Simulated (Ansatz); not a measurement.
**LaHg: a single-point run**

The task is a single-point run on LaHg. The structure is shown as the input types it.

Program: Ansatz 0.2.0. Level of theory: DFT, PBEsol, PAW with Ansatz's default frozen-core files, scalar-relativistic. These are calculated values, not measurements.

## (1) Starting point

Symmetry: Pm-3m, No. 221, cubic system. The conventional cell has a = 3.377 Å, b = 3.377 Å, c = 3.377 Å, α = 90.00°, β = 90.00°, γ = 90.00°. Around La (site symmetry m-3m) lie 8 Hg at 2.92 Å. Hg (site symmetry m-3m) has 8 La at 2.92 Å as nearest neighbours.

Coordinates:

```cif
data_structure
_symmetry_space_group_name_H-M 'P 1'
_symmetry_Int_Tables_number 1
_cell_length_a 3.3765
_cell_length_b 3.3765
_cell_length_c 3.3765
_cell_angle_alpha 90.000
_cell_angle_beta 90.000
_cell_angle_gamma 90.000
_cell_volume 38.50
loop_
_atom_site_label
_atom_site_type_symbol
_atom_site_fract_x
_atom_site_fract_y
_atom_site_fract_z
_atom_site_occupancy
La1 La 0.50000 0.50000 0.50000 1
Hg1 Hg 0.00000 0.00000 0.00000 1
```

## (2) Running it

Input file input.yaml:

```yaml
crystal:
  lattice:
    - [3.376544524, 0.0, 0.0]
    - [0.0, 3.376544524, 0.0]
    - [0.0, 0.0, 3.376544524]
  atoms:
    - { symbol: La, position: [0.5, 0.5, 0.5] }
    - { symbol: Hg, position: [0.0, 0.0, 0.0] }
kpoints:
  mp_grid: { grid: [9, 9, 9] }
  band_path:
    path:
      - [0.0, 0.0, 0.0]
      - [0.0, 0.5, 0.0]
      - [0.5, 0.5, 0.0]
      - [0.0, 0.0, 0.0]
      - [0.5, 0.5, 0.5]
      - [0.0, 0.5, 0.0]
      - [0.5, 0.5, 0.5]
      - [0.5, 0.5, 0.0]
    npoints: 6
scf:
  occupations: { method: fermi_dirac, width: 0.05 }
  max_iter: 75
hamiltonian:
  xc: pbesol
  pseudopotentials: { kind: paw }
output:
  forces: true
  stress: true
  eigenvalues: true
  efg: { contact_densities: true }
  populations: true
basis:
  ENCUT: 0.3
```

The run is started by

```
$ ansatz run input.yaml --threads 1 --pin off --max-ram 2048MiB --backend cpu --events-out ev --progress --plain --runs-dir out
```

**Question.** How will this run end, and is anything wrong with its input?

The program refused the input before any cycle. It says: «line 35 column 3: unknown field `ENCUT`, expected one of ecutwfc, ecutrho_ratio, smooth_cutoff_half_width, xc_grid, low_memory, ...»

In the input, basis.ENCUT is 0.3. The input holds a keyword that this program doesn't have at that place; such names come from other codes or other sections.

What to do: delete basis.ENCUT.
